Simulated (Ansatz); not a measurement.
**MoS2Cl2: single points with varied inputs**

Aim: run MoS2Cl2 under a spread of inputs, and see what each costs and gives.

Computed with Ansatz 0.2.0, Gaussian basis. Level: the settings change from run to run.

## (1) The relaxed structure

The structure was relaxed beforehand with PBE0-D4 in a triple-zeta def2 set. Mo takes a core potential in def2 sets; no spin-orbit term is included.

SMILES `[S]=[Mo](=[S])([Cl])[Cl]`, 5 atoms, charge 0, spin multiplicity 1.

Atoms are counted from 1 here; the program's logs count them from 0.

Bond lengths: S1–Mo2 2.084 Å, Mo2–S3 2.084 Å, Mo2–Cl4 2.230 Å, Mo2–Cl5 2.230 Å. Angles: S1–Mo2–S3 107.8°, S1–Mo2–Cl4 109.0°, S1–Mo2–Cl5 109.0°, S3–Mo2–Cl4 109.0°, S3–Mo2–Cl5 109.0°, Cl4–Mo2–Cl5 113.0°.

## (2) RPBE/STO-3G

This run has charge -1, multiplicity 2, coordinates scaled by 1.12, a grid of angular degree 11, high accuracy.

in.yaml reads:

```yaml
crystal:
  periodic: [false, false, false]
  atoms:
    - {symbol: S, position_ang: [-0.277947, -0.373674, 2.280038]}
    - {symbol: Mo, position_ang: [0.012004, -0.017392, -0.008413]}
    - {symbol: S, position_ang: [1.814520, -1.322744, -0.711990]}
    - {symbol: Cl, position_ang: [-2.046405, -0.758634, -1.212825]}
    - {symbol: Cl, position_ang: [0.553717, 2.390012, -0.393178]}
basis:
  gaussian: {orbitals: STO-3G, final_grid: {core_spheres: 5, valence_spheres: 4, degree: 11}}
total_charge: -1
magnetization: {spin_polarized: true, initial_magnetization: 1}
hamiltonian: {xc: {name: RPBE}}
accuracy: high
```

The run is started by

```console
$ ansatz run in.yaml --threads 4 --pin off --events-out ev --progress --plain --max-ram 10444MiB
```

Log:

```text
Functional definition: RPBE
  name "RPBE"
  cite "Hammer, Hansen & Nørskov, Phys. Rev. B 59, 7413 (1999) doi:10.1103/PhysRevB.59.7413"
  cite "Perdew, Burke & Ernzerhof, Phys. Rev. Lett. 77, 3865 (1996) doi:10.1103/PhysRevLett.77.3865"
  parameter kappa = 0.804
  parameter beta = 0.06672455060314922
  exchange = rpbe_x(kappa = kappa, mu = beta*pi^2/3)
  correlation = pbe_c(beta = beta)
1268 factors; integrals over basis functions are off by at most 4.1e-9 eV
mean field evaluation 1: about -153332.1552 eV, gradient 5.1e1 eV
mean field evaluation 2: about -153038.3734 eV, gradient 1.4e2 eV
mean field evaluation 4: about -153327.8426 eV, gradient 5.2e1 eV
mean field evaluation 8: about -153351.1176 eV, gradient 1.7e-1 eV
mean field evaluation 16: about -153350.2055 eV, gradient 1.8e0 eV
mean field evaluation 32: about -153350.1246 eV, gradient 2.8e0 eV
mean field evaluation 64: about -153350.2055 eV, gradient 1.8e0 eV
mean field evaluation 96: about -153350.2597 eV, gradient 2.5e-2 eV
mean field -153351.11895079 eV, -5635.5496763197 hartree, gradient 9.1e-8 eV, S^2 0.864793; 14 other end points of the search recorded, 0 dependent functions left out
reference -153351.11895141 eV, -5635.5496763424 hartree; 55, 54 occupied and 8, 9 virtual orbitals, 1268 factors
Total energy: -153351.11895141 eV, -5635.5496763424 hartree
```

Run time: 4.8 s. Hardware: 4 threads of AMD EPYC 7B13, shared host.

⟨S²⟩ 0.865. The spin excess of 0.11 shows a contaminated determinant.

## (3) PBE0-DH/cc-pVTZ-DK

This run has charge +1, multiplicity 2.

in.yaml reads:

```yaml
crystal:
  periodic: [false, false, false]
  atoms:
    - {symbol: S, position_ang: [-0.248167, -0.333637, 2.035748]}
    - {symbol: Mo, position_ang: [0.010718, -0.015529, -0.007512]}
    - {symbol: S, position_ang: [1.620107, -1.181021, -0.635706]}
    - {symbol: Cl, position_ang: [-1.827147, -0.677351, -1.082879]}
    - {symbol: Cl, position_ang: [0.494390, 2.133940, -0.351052]}
basis:
  gaussian: {orbitals: cc-pVTZ-DK}
total_charge: 1
magnetization: {spin_polarized: true, initial_magnetization: 1}
hamiltonian: {xc: {name: PBE0-DH}}
output: {forces: true}
```

The command is unchanged.

Log (excerpt; [...] marks lines left out):

```text
Functional definition: PBE0-DH
  name "PBE0-DH"
  cite "Brémond & Adamo, J. Chem. Phys. 135, 024106 (2011) doi:10.1063/1.3604569"
  cite "Perdew, Burke & Ernzerhof, Phys. Rev. Lett. 77, 3865 (1996) doi:10.1103/PhysRevLett.77.3865"
[...]
1366 factors; integrals over basis functions are off by at most 4.2e-4 eV
[...]
mean field -156977.34388650 eV, -5768.8109847637 hartree, gradient 4.4e-6 eV, S^2 0.936225; 6 other end points of the search recorded, 0 dependent functions left out
34 core orbitals not correlated: weight in the atoms' cores, before any rotation towards them, 1.000 or more for the frozen orbitals, at most 0.000 for the correlated occupied ones
reference -156977.34390907 eV, -5768.8109855929 hartree; 20, 19 occupied and 159, 160 virtual orbitals, 1366 factors
second order -45.54873267 eV of doubles, -0.00000000 eV of singles
[...]
Total energy: -156983.03750065 eV, -5769.0202212244 hartree
Relativity: scalar
Atom 0 at    -0.248167    -0.333637     2.035748 Å, force     0.298810    -0.427027     0.692512 eV/Å
Atom 1 at     0.010718    -0.015529    -0.007512 Å, force    -1.505185     1.653514    -1.577100 eV/Å
Atom 2 at     1.620107    -1.181021    -0.635706 Å, force     0.605065    -0.565928     0.254574 eV/Å
Atom 3 at    -1.827147    -0.677351    -1.082879 Å, force     0.797480     0.271356     0.471623 eV/Å
Atom 4 at     0.494390     2.133940    -0.351052 Å, force    -0.196170    -0.931915     0.158391 eV/Å
Dipole moment:     0.248000    -0.272440     0.259854 e Å
```

Run time: 47 s. Hardware: 4 threads of AMD EPYC 7B13, shared host; peak memory 1.2 GiB.

Largest force 2.736 eV/Å, ⟨S²⟩ 0.936. The spin excess of 0.19 shows a contaminated determinant.

## (4) r2SCAN50/def2-SVP

Edit in.yaml of step 3 so:

```diff
@@ -9,6 +9,4 @@
 basis:
-  gaussian: {orbitals: cc-pVTZ-DK}
-total_charge: 1
-magnetization: {spin_polarized: true, initial_magnetization: 1}
-hamiltonian: {xc: {name: PBE0-DH}}
+  gaussian: {orbitals: def2-SVP}
+hamiltonian: {xc: {name: r2SCAN50}}
 output: {forces: true}
```

Launched as before.

Log (excerpt; [...] marks lines left out):

```text
Functional definition: r2SCAN50
  name "r2SCAN50"
  cite "Bursch, Neugebauer, Ehlert & Grimme, J. Chem. Phys. 156, 134105 (2022) doi:10.1063/5.0086040"
  cite "Furness, Kaplan, Ning, Perdew & Sun, J. Phys. Chem. Lett. 11, 8208 (2020) doi:10.1021/acs.jpclett.0c02405"
  cite "Furness, Kaplan, Ning, Perdew & Sun, J. Phys. Chem. Lett. 11, 9248 (2020) doi:10.1021/acs.jpclett.0c03077"
  parent r2scan
[...]
959 factors; integrals over basis functions are off by at most 1.0e-3 eV
[...]
mean field -48555.82464835 eV, -1784.3936435067 hartree, gradient 7.5e-5 eV, S^2 0.000000; 0 other end points of the search recorded, 0 dependent functions left out
[...]
reference -48555.82466150 eV, -1784.3936439902 hartree; 40, 40 occupied and 63, 63 virtual orbitals, 959 factors
Total energy: -48555.82466150 eV, -1784.3936439902 hartree
Atom 0 at    -0.248167    -0.333637     2.035748 Å, force     0.092276     0.106717    -0.702675 eV/Å
Atom 1 at     0.010718    -0.015529    -0.007512 Å, force     0.492685    -0.541243     0.516248 eV/Å
Atom 2 at     1.620107    -1.181021    -0.635706 Å, force    -0.552998     0.399402     0.219957 eV/Å
Atom 3 at    -1.827147    -0.677351    -1.082879 Å, force    -0.030411     0.000089    -0.021313 eV/Å
Atom 4 at     0.494390     2.133940    -0.351052 Å, force    -0.001553     0.035035    -0.012216 eV/Å
Dipole moment:     0.006757    -0.007424     0.007081 e Å
```

It took 3.2 s on 4 threads of AMD EPYC 7B13, shared host; peak memory 0.28 GiB.

Largest force 0.896 eV/Å, dipole 0.06 D.

## (5) CAM-B3LYP/def2-TZVPP

Set apart from the defaults: atoms shaken by 0.15 Å, density fitting with def2-universal-jkfit.

in.yaml reads:

```yaml
crystal:
  periodic: [false, false, false]
  atoms:
    - {symbol: S, position_ang: [0.109603, -0.260207, 2.068384]}
    - {symbol: Mo, position_ang: [0.229671, -0.130970, -0.096794]}
    - {symbol: S, position_ang: [1.761856, -1.228846, -0.478210]}
    - {symbol: Cl, position_ang: [-1.586564, -0.522542, -0.993490]}
    - {symbol: Cl, position_ang: [0.536929, 1.849590, -0.542100]}
basis:
  gaussian: {orbitals: def2-TZVPP, fitting: {mean_field: def2-universal-jkfit}}
hamiltonian: {xc: {name: CAM-B3LYP}}
output: {forces: true}
```

Launched as before.

Log (excerpt; [...] marks lines left out):

```text
Functional definition: CAM-B3LYP
  name "CAM-B3LYP"
  cite "Yanai, Tew & Handy, Chem. Phys. Lett. 393, 51 (2004) doi:10.1016/j.cplett.2004.06.011"
  cite "Iikura, Tsuneda, Yanai & Hirao, J. Chem. Phys. 115, 3540 (2001) doi:10.1063/1.1383587"
  cite "Becke, Phys. Rev. A 38, 3098 (1988) doi:10.1103/PhysRevA.38.3098"
  cite "Lee, Yang & Parr, Phys. Rev. B 37, 785 (1988) doi:10.1103/PhysRevB.37.785"
  cite "Vosko, Wilk & Nusair, Can. J. Phys. 58, 1200 (1980) doi:10.1139/p80-159"
[...]
  # Exact exchange under (alpha + beta erf(omega r))/r, Becke's under what is left of 1/r.
[...]
767 factors; integrals over basis functions are off by at most 1.4e0 eV
767 factors; integrals over basis functions are off by at most 8.3e-6 eV
[...]
mean field -48576.96690539 eV, -1785.1706071223 hartree, gradient 8.9e-5 eV, S^2 0.000000; 0 other end points of the search recorded, 0 dependent functions left out
[...]
reference -48576.96703946 eV, -1785.1706120491 hartree; 40, 40 occupied and 184, 184 virtual orbitals, 767 factors
Total energy: -48576.96703946 eV, -1785.1706120491 hartree
Atom 0 at     0.109603    -0.260207     2.068384 Å, force    -0.301740     0.130709    -1.451417 eV/Å
Atom 1 at     0.229671    -0.130970    -0.096794 Å, force    -2.261487     0.743414     7.350897 eV/Å
Atom 2 at     1.761856    -1.228846    -0.478210 Å, force     5.681611    -4.282958    -2.295946 eV/Å
Atom 3 at    -1.586564    -0.522542    -0.993490 Å, force    -4.366035    -1.654133    -2.349809 eV/Å
Atom 4 at     0.536929     1.849590    -0.542100 Å, force     1.247651     5.062969    -1.253725 eV/Å
Dipole moment:     0.027465     0.023472    -0.351163 e Å
```

Run time: 4.3 s. Hardware: 4 threads of AMD EPYC 7B13, shared host; peak memory 0.84 GiB.

Largest force 7.727 eV/Å, dipole 1.70 D.

## (6) revPBE/x2c-TZVPPall

Set apart from the defaults: atoms shaken by 0.03 Å.

in.yaml reads:

```yaml
crystal:
  periodic: [false, false, false]
  atoms:
    - {symbol: S, position_ang: [-0.280787, -0.332156, 2.000465]}
    - {symbol: Mo, position_ang: [0.047846, 0.007596, 0.017084]}
    - {symbol: S, position_ang: [1.606289, -1.194956, -0.636014]}
    - {symbol: Cl, position_ang: [-1.827922, -0.636893, -1.086030]}
    - {symbol: Cl, position_ang: [0.499694, 2.144059, -0.409259]}
basis:
  gaussian: {orbitals: x2c-TZVPPall}
hamiltonian: {xc: {name: revPBE}}
output: {forces: true}
```

Launched as before.

Log (excerpt; [...] marks lines left out):

```text
Functional definition: revPBE
  name "revPBE"
  cite "Zhang & Yang, Phys. Rev. Lett. 80, 890 (1998) doi:10.1103/PhysRevLett.80.890"
  cite "Perdew, Burke & Ernzerhof, Phys. Rev. Lett. 77, 3865 (1996) doi:10.1103/PhysRevLett.77.3865"
[...]
1709 factors; their error is unknown
[...]
mean field -157012.88329968 eV, -5770.1170341085 hartree, gradient 2.5e-5 eV, S^2 0.000000; 0 other end points of the search recorded, 0 dependent functions left out
[...]
reference -157012.88336781 eV, -5770.1170366121 hartree; 54, 54 occupied and 193, 193 virtual orbitals, 1709 factors
Total energy: -157012.88336781 eV, -5770.1170366121 hartree
Relativity: scalar
Atom 0 at    -0.280787    -0.332156     2.000465 Å, force    -0.247209    -0.360195     2.545130 eV/Å
Atom 1 at     0.047846     0.007596     0.017084 Å, force    -1.157893     0.514412    -2.246019 eV/Å
Atom 2 at     1.606289    -1.194956    -0.636014 Å, force     1.139519    -0.811800    -0.327526 eV/Å
Atom 3 at    -1.827922    -0.636893    -1.086030 Å, force     0.052690     0.006794     0.021228 eV/Å
Atom 4 at     0.499694     2.144059    -0.409259 Å, force     0.212894     0.650789     0.007187 eV/Å
Dipole moment:     0.019083     0.034336     0.041496 e Å
```

It took 3.3 s on 4 threads of AMD EPYC 7B13, shared host; peak memory 0.5 GiB.

Largest force 2.582 eV/Å, dipole 0.27 D.

## (7) B2PLYP/ANO-RCC-VTZP

Options: high accuracy, the search for lower states set to off.

in.yaml reads:

```yaml
crystal:
  periodic: [false, false, false]
  atoms:
    - {symbol: S, position_ang: [-0.248167, -0.333637, 2.035748]}
    - {symbol: Mo, position_ang: [0.010718, -0.015529, -0.007512]}
    - {symbol: S, position_ang: [1.620107, -1.181021, -0.635706]}
    - {symbol: Cl, position_ang: [-1.827147, -0.677351, -1.082879]}
    - {symbol: Cl, position_ang: [0.494390, 2.133940, -0.351052]}
basis:
  gaussian: {orbitals: ANO-RCC-VTZP}
hamiltonian: {xc: {name: B2PLYP}}
accuracy: high
scf: {lower_state_search: off}
```

The command is unchanged.

Log (excerpt; [...] marks lines left out):

```text
Functional definition: B2PLYP
  name "B2PLYP"
  cite "Grimme, J. Chem. Phys. 124, 034108 (2006) doi:10.1063/1.2148954"
  cite "Becke, Phys. Rev. A 38, 3098 (1988) doi:10.1103/PhysRevA.38.3098"
  cite "Lee, Yang & Parr, Phys. Rev. B 37, 785 (1988) doi:10.1103/PhysRevB.37.785"
[...]
3621 factors; integrals over basis functions are off by at most 4.7e-9 eV
[...]
mean field -156984.99808938 eV, -5769.0922715310 hartree, gradient 5.1e-8 eV, S^2 0.000000; 0 other end points of the search recorded, 0 dependent functions left out
34 core orbitals not correlated: weight in the atoms' cores, before any rotation towards them, 1.000 or more for the frozen orbitals, at most 0.000 for the correlated occupied ones
reference -156984.99811438 eV, -5769.0922724499 hartree; 20, 20 occupied and 150, 150 virtual orbitals, 3621 factors
second order -48.03781434 eV of doubles, -0.00000000 eV of singles
Total energy: -156997.96832425 eV, -5769.5689188712 hartree
Relativity: scalar
Checks for a lower state left out: stability, starts, cluster_reference, orbital_swaps, neighbouring_geometries, increment
```

Run time: 97 s. Hardware: 4 threads of AMD EPYC 7B13, shared host; peak memory 1.3 GiB.

## (8) r2SCAN50/def2-TZVP

Options: charge +1, multiplicity 2, a point charge of 0.50 e beside it, high accuracy.

Edit in.yaml of step 7 so:

```diff
@@ -9,5 +9,6 @@
 basis:
-  gaussian: {orbitals: ANO-RCC-VTZP}
-hamiltonian: {xc: {name: B2PLYP}}
+  gaussian: {orbitals: def2-TZVP, point_charges: [{charge: 0.50, position_ang: [6.170, 0.395, -0.408]}]}
+total_charge: 1
+magnetization: {spin_polarized: true, initial_magnetization: 1}
+hamiltonian: {xc: {name: r2SCAN50}}
 accuracy: high
-scf: {lower_state_search: off}
```

Launched as before.

Log (excerpt; [...] marks lines left out):

```text
Functional definition: r2SCAN50
  name "r2SCAN50"
  cite "Bursch, Neugebauer, Ehlert & Grimme, J. Chem. Phys. 156, 134105 (2022) doi:10.1063/5.0086040"
  cite "Furness, Kaplan, Ning, Perdew & Sun, J. Phys. Chem. Lett. 11, 8208 (2020) doi:10.1021/acs.jpclett.0c02405"
  cite "Furness, Kaplan, Ning, Perdew & Sun, J. Phys. Chem. Lett. 11, 9248 (2020) doi:10.1021/acs.jpclett.0c03077"
  parent r2scan
[...]
3067 factors; integrals over basis functions are off by at most 4.2e-8 eV
[...]
mean field -48561.64844118 eV, -1784.6076639460 hartree, gradient 7.8e-8 eV, S^2 0.971732; 6 other end points of the search recorded, 0 dependent functions left out
reference -48561.64844285 eV, -1784.6076640071 hartree; 40, 39 occupied and 148, 149 virtual orbitals, 3067 factors
Total energy: -48561.64844285 eV, -1784.6076640071 hartree
```

Run time: 51 s. Hardware: 4 threads of AMD EPYC 7B13, shared host; peak memory 1.7 GiB.

⟨S²⟩ 0.972. The spin excess of 0.22 shows a contaminated determinant.

## (9) wB97X-V/def2-TZVPD

Options: a point charge of 0.50 e beside it, the search for lower states set to full.

Edit in.yaml of step 8 so:

```diff
@@ -9,6 +9,5 @@
 basis:
-  gaussian: {orbitals: def2-TZVP, point_charges: [{charge: 0.50, position_ang: [6.170, 0.395, -0.408]}]}
-total_charge: 1
-magnetization: {spin_polarized: true, initial_magnetization: 1}
-hamiltonian: {xc: {name: r2SCAN50}}
-accuracy: high
+  gaussian: {orbitals: def2-TZVPD, point_charges: [{charge: 0.50, position_ang: [6.015, -0.712, -0.888]}]}
+hamiltonian: {xc: {name: wB97X-V}}
+scf: {lower_state_search: full}
+output: {forces: true}
```

Same command.

Log:

```text
Functional definition: wB97X-V
  name "wB97X-V"
  cite "Mardirossian & Head-Gordon, Phys. Chem. Chem. Phys. 16, 9904 (2014) doi:10.1039/C3CP54374A"
  cite "Becke, J. Chem. Phys. 107, 8554 (1997) doi:10.1063/1.475007"
  cite "Vydrov & Van Voorhis, J. Chem. Phys. 133, 244103 (2010) doi:10.1063/1.3521275"
  parameter omega = 0.3/bohr
  parameter cx = 0.167
  parameter cx1 = 0.603
  parameter cx2 = 1.194
  parameter css0 = 0.556
  parameter css1 = -0.257
  parameter cos0 = 1.219
  parameter cos1 = -1.850
  parameter b = 6.0
  parameter c = 0.01
  exchange = spin_sum(e_x_unif_sr(omega)*poly(b97_u_x, 1 - cx, cx1, cx2)) + cx*exact_x_sr(omega) + exact_x_lr(omega)
  correlation = spin_sum(e_c_pw_same_spin*poly(b97_u_same, css0, css1))
      + integral(e_c_pw_opposite_spin*poly(b97_u_opposite, cos0, cos1)) + vv10(b, c)
1510 factors; their error is unknown
307 factors; integrals over basis functions are off by at most 3.6e-5 eV
mean field evaluation 1: about -48566.1163 eV, gradient 4.1e1 eV
mean field evaluation 2: about -48539.8561 eV, gradient 1.3e2 eV
mean field evaluation 4: about -48570.0193 eV, gradient 2.4e0 eV
mean field evaluation 8: about -48570.0368 eV, gradient 1.0e-1 eV
mean field evaluation 16: about -48570.1477 eV, gradient 1.4e-3 eV
mean field evaluation 32: about -48569.3354 eV, gradient 1.2e1 eV
mean field evaluation 64: about -48570.0367 eV, gradient 1.1e-1 eV
mean field evaluation 96: about -48570.1477 eV, gradient 1.3e-3 eV
mean field -48570.14766963 eV, -1784.9200048302 hartree, gradient 4.4e-5 eV, S^2 0.000000; 3 other end points of the search recorded, 0 dependent functions left out
the calculation of the forces begins
reference -48570.14766585 eV, -1784.9200046915 hartree; 40, 40 occupied and 184, 184 virtual orbitals, 1510 factors
Total energy: -48570.14766585 eV, -1784.9200046915 hartree
Atom 0 at    -0.248167    -0.333637     2.035748 Å, force     0.079424     0.112579    -0.641296 eV/Å
Atom 1 at     0.010718    -0.015529    -0.007512 Å, force     0.031546    -0.309883     0.544364 eV/Å
Atom 2 at     1.620107    -1.181021    -0.635706 Å, force    -0.147928     0.123177     0.059580 eV/Å
Atom 3 at    -1.827147    -0.677351    -1.082879 Å, force     0.065987     0.042091     0.038981 eV/Å
Atom 4 at     0.494390     2.133940    -0.351052 Å, force    -0.007489     0.032915    -0.004583 eV/Å
Dipole moment:    -0.229377     0.038862     0.084708 e Å
```

Wall time 25 s (4 threads of AMD EPYC 7B13, shared host); peak memory 1.1 GiB.

Largest force 0.656 eV/Å, dipole 1.19 D.

## (10) The runs in one table

```
               level  charge  multiplicity               geometry  functions  energy (eV)   time
         RPBE/STO-3G      -1             2                 scaled         63  -153351.119  4.8 s
  PBE0-DH/cc-pVTZ-DK       1             2                relaxed        213  -156983.038   47 s
   r2SCAN50/def2-SVP       0             1                relaxed        103   -48555.825  3.2 s
CAM-B3LYP/def2-TZVPP       0             1                 shaken        224   -48576.967  4.3 s
 revPBE/x2c-TZVPPall       0             1                 shaken        247  -157012.883  3.3 s
 B2PLYP/ANO-RCC-VTZP       0             1                relaxed        204  -156997.968   97 s
  r2SCAN50/def2-TZVP       1             2  relaxed, point charge        188   -48561.648   51 s
  wB97X-V/def2-TZVPD       0             1  relaxed, point charge        224   -48570.148   25 s
```

## (11) Results

| quantity | value |
| --- | --- |
| runs | 8 |
| quickest | r2SCAN50/def2-SVP, 3.2 s |
| slowest | B2PLYP/ANO-RCC-VTZP, 97 s |
| spread of total energies, same state and geometry | 108442.1 eV |

What this shows: B2PLYP/ANO-RCC-VTZP took 30 times as long as r2SCAN50/def2-SVP. The jobs differ in tasks and options as well as level. The totals spread over 108442 eV; they can't be compared across methods or bases. Some of these runs are scalar-relativistic and others not, which shifts the totals of all-electron atoms past neon by eV; core potentials, where a basis has them, take the core out of the total altogether. At the PBE0-D4/def2-TZVP geometry and in the same state, runs without warnings or point charges leave forces up to 0.90 eV/Å (r2SCAN50/def2-SVP), against 7.7 eV/Å where the atoms were moved.
